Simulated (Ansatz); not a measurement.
# Tl: the cost of one run

Method: DFT PBE, scalar-relativistic, plane waves, PAW, in Ansatz 0.2.0.

### 1 The system as given

The structure is hexagonal, space group P6_3/mmc (No. 194). The conventional cell has a = 3.456 Å, b = 3.456 Å, c = 5.525 Å, α = 90.00°, β = 90.00°, γ = 120.00°. Around Tl (site symmetry -6m2) lie 12 Tl at 3.41 to 3.46 Å.

Structure file:

```cif
data_structure
_symmetry_space_group_name_H-M 'P6_3/mmc'
_symmetry_Int_Tables_number 194
_cell_length_a 3.4560
_cell_length_b 3.4560
_cell_length_c 5.5250
_cell_angle_alpha 90.000
_cell_angle_beta 90.000
_cell_angle_gamma 120.000
_cell_volume 57.15
loop_
_atom_site_label
_atom_site_type_symbol
_atom_site_symmetry_multiplicity
_atom_site_Wyckoff_symbol
_atom_site_fract_x
_atom_site_fract_y
_atom_site_fract_z
_atom_site_occupancy
Tl1 Tl 2 c 0.33333 0.66667 0.25000 1
```

No relaxation comes first: the listed cell is the starting point.

### 2 The reference cell

Reference values: F = -22888.2581 eV; pressure 3.23 GPa; largest force 0.000 eV/Å; gap on the mesh none (metal). It was computed beforehand with the settings of the runs below.

### 3 The scan: an axial (c/a) deformation path

At fixed volume and fractional coordinates, lengths along (0.000, 0.000, 1.000) are scaled against those across it; ρ is that ratio over its starting value.

### 4 ρ = 0.850

input.yaml

```yaml
crystal:
  lattice:
    - [3.6483840805, 0.0, 0.0]
    - [-1.8241920403, 3.1595932965, 0.0]
    - [0.0, 0.0, 4.9576770503]
  atoms:
    - { symbol: Tl, position: [0.3333333333, 0.6666666667, 0.25] }
    - { symbol: Tl, position: [0.6666666667, 0.3333333333, 0.75] }
basis:
  ecutwfc: 420
kpoints:
  mp_grid: { grid: [18, 18, 10] }
hamiltonian:
  xc: pbe
scf:
  occupations: { method: gaussian, width: 0.15 }
output:
  forces: true
  stress: true
  eigenvalues: true
```

Launch:

```
$ ansatz run input.yaml --threads 1 --pin off --max-ram 2560MiB --backend cpu --events-out ev --progress --plain --runs-dir out
```

What time and memory should one allow on 1 thread of Intel Xeon 6975P-C (Granite Rapids), shared host?

About 4.5 s, with a peak of 0.47 GiB.
